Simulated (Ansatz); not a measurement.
# Mg3CdSe4: the cell at several levels of theory

Cell and atoms of an ordered 8-atom cell of Mg3CdSe4 on the rocksalt lattice (I4/mmm) are relaxed in turn with PBE and r2SCAN. This is a trial cell built on a prototype, not taken from a measured structure, and it needn't be the compound's ground state.

The runs shown are made with Ansatz 0.2.0. PAW datasets, plane waves, zero pressure. (Calculated; spin-unpolarised; the phase may be known or hypothetical.)

## 1. The cell

This is the cell as the run starts from it, not yet at rest; its lengths are not the crystal's.

Space group I4/mmm (No. 139), tetragonal; conventional cell a = 5.381 Å, c = 10.762 Å, 19.48 Å³ an atom. Around Mg lie 6 Se at 2.69 Å; around Se lie 4 Mg at 2.69 Å and 2 Cd at 2.69 Å; around Se lie 5 Mg at 2.69 Å and 1 Cd at 2.69 Å; around Cd lie 6 Se at 2.69 Å.

Structure file:

```
CELL_PARAMETERS angstrom
-2.69046 2.69046 5.38092
2.69046 -2.69046 5.38092
2.69046 2.69046 -5.38092
ATOMIC_POSITIONS crystal
Mg 0.75000 0.25000 0.50000
Se 0.50000 0.00000 0.50000
Mg 0.00000 0.00000 0.00000
Se 0.75000 0.75000 0.00000
Mg 0.25000 0.75000 0.50000
Se 0.00000 0.50000 0.50000
Cd 0.50000 0.50000 0.00000
Se 0.25000 0.25000 0.00000
```

## 2. PBE: cell and atoms

Contents of input.yaml:

```yaml
crystal:
  lattice:
    - [-2.6904615, 2.6904615, 5.380923]
    - [2.6904615, -2.6904615, 5.380923]
    - [2.6904615, 2.6904615, -5.380923]
  atoms:
    - { symbol: Mg, position: [0.75, 0.25, 0.5] }
    - { symbol: Se, position: [0.5, 0.0, 0.5] }
    - { symbol: Mg, position: [0.0, 0.0, 0.0] }
    - { symbol: Se, position: [0.75, 0.75, 0.0] }
    - { symbol: Mg, position: [0.25, 0.75, 0.5] }
    - { symbol: Se, position: [0.0, 0.5, 0.5] }
    - { symbol: Cd, position: [0.5, 0.5, 0.0] }
    - { symbol: Se, position: [0.25, 0.25, 0.0] }
kpoints:
  mp_grid: { grid: [6, 6, 6] }
hamiltonian:
  xc: pbe
scf:
  occupations: { method: fermi_dirac, width: 0.02 }
relax:
  f_tol: 0.005
  cell: {}
output:
  write_density: true
  write_potential: true
  elf: true
  volumetric_format: npy
```

Started as:

```bash
$ ansatz run input.yaml --threads 2 --pin off --max-ram 28569MiB --backend cpu --events-out ev --progress --plain --runs-dir out
```

After this run come: Relaxation with r2SCAN.

Before running it: what results should come out? Wanted: for each run, a; c; volume; space group; SCF geometries.

**Answer**, as computed:

| level | a (Å) | c (Å) | volume (Å³/atom) | space group | SCF geometries |
| --- | --- | --- | --- | --- | --- |
| PBE | 5.573 | 11.166 | 21.672 | I4/mmm | 5 |
| r2SCAN | 5.536 | 11.091 | 21.240 | I4/mmm | 4 |

What this shows: From the start to the first minimum the volume moved by +11.3 %. r2SCAN gives the smallest cell and PBE the largest; they differ by 2.0 % in volume, a mean of 0.7 % in length.
